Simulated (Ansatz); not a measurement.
# CH4Ge, SMILES [CH3][GeH]: vertical and adiabatic energies of changing the electron count

Program: the Ansatz DFT code, driven from Python.

Contents of `ch4ge.xyz`:
```text
6

C    -0.07170   -0.45740   -0.41960
Ge    0.73590    0.29770    1.15970
H    -1.24840   -0.46720   -0.27980
H     0.34900   -1.41680   -0.64550
H     0.09190    0.24540   -1.31170
H     0.18540    1.73430    1.45060
```

`run_adiabatic.py`
```python
"""Vertical and adiabatic ionisation of CH4Ge."""

import itertools

import ansatz as az
from ase.data import atomic_numbers, covalent_radii
import numpy as np

system = az.Crystal.molecule_from_extxyz("ch4ge.xyz")

calc = (
    system.calculation()
    .basis(gaussian="def2-TZVP")
    .functional("r2scan")
)
symbols = [site.symbol for site in system.cartesian_sites]
start = np.array([site.position_ang for site in system.cartesian_sites], dtype=float)
data = calc.relax(force_tolerance=0.01).run().report
end = np.array(data["positions_ang"])

minimum = az.Crystal.molecule()
for symbol, place in zip(symbols, end):
    minimum = minimum.atom(symbol, place.tolist())
ion = (
    minimum.calculation()
    .basis(gaussian="def2-TZVP")
    .functional("r2scan")
    .charge(1)
    .spin("collinear", total=1)
)
vertical = ion.run().report
settled = ion.relax(force_tolerance=0.01, max_steps=80).run().report
print(f"vertical ionisation energy   {vertical['free_energy_ev'] - data['free_energy_ev']:.3f} eV")
print(f"adiabatic, no zero point     {settled['free_energy_ev'] - data['free_energy_ev']:.3f} eV")
print(f"relaxation energy of the ion {vertical['free_energy_ev'] - settled['free_energy_ev']:.3f} eV")
ionised = np.array(settled["positions_ang"])
# pairs closer than 1.2 times the sum of covalent radii, before or after
radius = [covalent_radii[atomic_numbers[s]] for s in symbols]
span = lambda where, i, j: np.linalg.norm(where[i] - where[j])
bonded = [(i, j) for i, j in itertools.combinations(range(len(symbols)), 2) if min(span(end, i, j), span(ionised, i, j)) < 1.2 * (radius[i] + radius[j])]
print("pair        before    after (A)")
for i, j in bonded:
    print(f"{symbols[i]}{i}-{symbols[j]}{j}".ljust(10), f"{span(end, i, j):8.4f} {span(ionised, i, j):8.4f}")
for first, second in list(itertools.combinations(bonded, 2)):
    shared = set(first) & set(second)
    if shared and symbols[(j := shared.pop())] != "H":
        i, k = sorted((set(first) | set(second)) - {j})
        u, v = ionised[i] - ionised[j], ionised[k] - ionised[j]
        angle = np.degrees(np.arccos(np.clip(u @ v / np.linalg.norm(u) / np.linalg.norm(v), -1, 1)))
        print(f"final angle {symbols[i]}{i}-{symbols[j]}{j}-{symbols[k]}{k}: {angle:.2f} deg")
```

```console
$ python run_adiabatic.py
vertical ionisation energy   8.678 eV
adiabatic, no zero point     8.234 eV
relaxation energy of the ion 0.444 eV
pair        before    after (A)
C0-Ge1       1.9889   1.9218
C0-H2        1.0962   1.0983
C0-H3        1.0897   1.0873
C0-H4        1.0957   1.0984
Ge1-H5       1.5981   1.5559
final angle Ge1-C0-H2: 105.74 deg
final angle Ge1-C0-H3: 113.24 deg
final angle Ge1-C0-H4: 105.72 deg
final angle C0-Ge1-H5: 119.01 deg
final angle H2-C0-H3: 111.47 deg
final angle H2-C0-H4: 108.88 deg
final angle H3-C0-H4: 111.45 deg
```

The energies are electronic: no zero-point or thermal terms, and the basis set is short of its limit. The product may relax into another structure. Each relaxation finds its nearest minimum, which needn't be the lowest. Run time: 77 s on 1 thread of Arm Neoverse V2 (shared host), peak memory 0.28 GiB.
